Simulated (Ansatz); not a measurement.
# GaPNH (singlet): the correlation ladder, cc-pVDZ

One table from this session's results is given with a row withheld; the runs are named, their logs left out.

Program: Ansatz 0.2.0, Gaussian basis. Level of theory: cc-pVDZ, core rule «outside noble gas», up to 20 orbitals frozen. These are calculated values, not measurements.

Plan: UHF; CCSD(T) on RHF; CCSD(T) on UHF; BCCD(T) on RHF; CISD; CCSDT(Q) on RHF; CCSDT(Q) on UHF.

35 further runs of the same task are left out: 8 for a known fault of the program, 9 that didn't finish, 18 set aside as unsound or not needed. Runs told in other sessions of the task aren't counted.

## What is computed

The geometry is a PBE0/def2-TZVP stationary point (not a proven minimum) of the parent state, kept for this charge and spin. No spin-orbit coupling is included. The filled d shell of Ga may be among the frozen orbitals whatever the setting's name suggests.

4 atoms, charge 0, spin multiplicity 1.

Atoms are counted from 1 here; the program's logs count them from 0.

Bond lengths: Ga1–N3 1.927 Å, P2–N3 1.679 Å, N3–H4 1.015 Å. Angles: Ga1–N3–P2 122.2°, Ga1–N3–H4 121.1°, P2–N3–H4 116.7°.

Coordinates:

```mol
GaHNP
  3D, bonds by distance, orders not assigned

  4  3  0  0  0  0  0  0  0  0999 V2000
    0.0000    0.0681    1.0743 Ga  0  0
    0.0000    0.2248   -2.0808 P   0  0
    0.0000   -0.7121   -0.6875 N   0  0
    0.0000   -1.7192   -0.8155 H   0  0
  1  3  8  0
  2  3  8  0
  3  4  8  0
M  END
```

The first run:

The input, in.yaml:

```yaml
crystal:
  periodic: [false, false, false]
  atoms:
    - {symbol: Ga, position_ang: [0.000000, 0.068058, 1.074262]}
    - {symbol: P, position_ang: [0.000000, 0.224776, -2.080757]}
    - {symbol: N, position_ang: [0.000000, -0.712125, -0.687525]}
    - {symbol: H, position_ang: [0.000000, -1.719206, -0.815467]}
basis:
  gaussian: {orbitals: cc-pVDZ}
magnetization: {spin_polarized: true, initial_magnetization: 0}
hamiltonian: {xc: hf}
output: {orbitals: {seedname: orbitals}}
```

Started as:

```sh
$ ansatz run in.yaml --threads 1 --pin off --events-out ev --progress --plain --max-ram 2393MiB
```

Steps of the session up to this table: UHF; CCSD(T) on RHF; CCSD(T) on UHF; BCCD(T) on RHF; CISD; CCSDT(Q) on RHF; CCSDT(Q) on UHF.

One of the session's tables, all rows but one given; the rest of the session is left out.

| method | from RCCSDT(Q) (kJ/mol) |
| --- | --- |
| RHF | +950.3 |
| UHF | +895.1 |
| RMP2 | +125.4 |
| UMP2 | +124.0 |
| RCCSD | +43.0 |
| UCCSD | +33.7 |
| RCCSD(T) | +7.3 |
| UCCSD(T) | +1.8 |
| BCCD(T) | +6.8 |
| RCCSDT | ? |
| UCCSDT | -6.2 |
| RCCSDT(Q) | 0 |
| UCCSDT(Q) | -12.3 |

**Question.** Estimate the row for RCCSDT.

As computed: from RCCSDT(Q) (kJ/mol): +4.3. In the column «from RCCSDT(Q) (kJ/mol)» it lies between UCCSD(T) (+1.8) and BCCD(T) (+6.8).

Not comparable, so not listed: CISD (they don't share determinant, frozen orbitals or solution with the rows shown, or repeat one).

Caveats from the session: The determinant of HF (⟨S²⟩ 0.91) is far from a pure spin state, so its energy mixes those of several spin states; that is harmless only where they are near-degenerate. The determinant of CCSD(T) (⟨S²⟩ 0.91) is far from a pure spin state, so its energy mixes those of several spin states; high orders of coupled cluster remove much of that, low ones don't. The determinant of CCSDT(Q) (⟨S²⟩ 0.91) is far from a pure spin state, so its energy mixes those of several spin states; high orders of coupled cluster remove much of that, low ones don't. The program flags UCCSD(T), UCCSDT(Q) as in doubt, so read those rows with care; the flags are other amplitudes. Warnings: restricted reference is unstable; spin contamination; large T1 diagnostic. Restricted and unrestricted rows rest on different reference determinants; a gap between their highest levels can come from leftover correlation error, from unlike frozen cores or from another state.
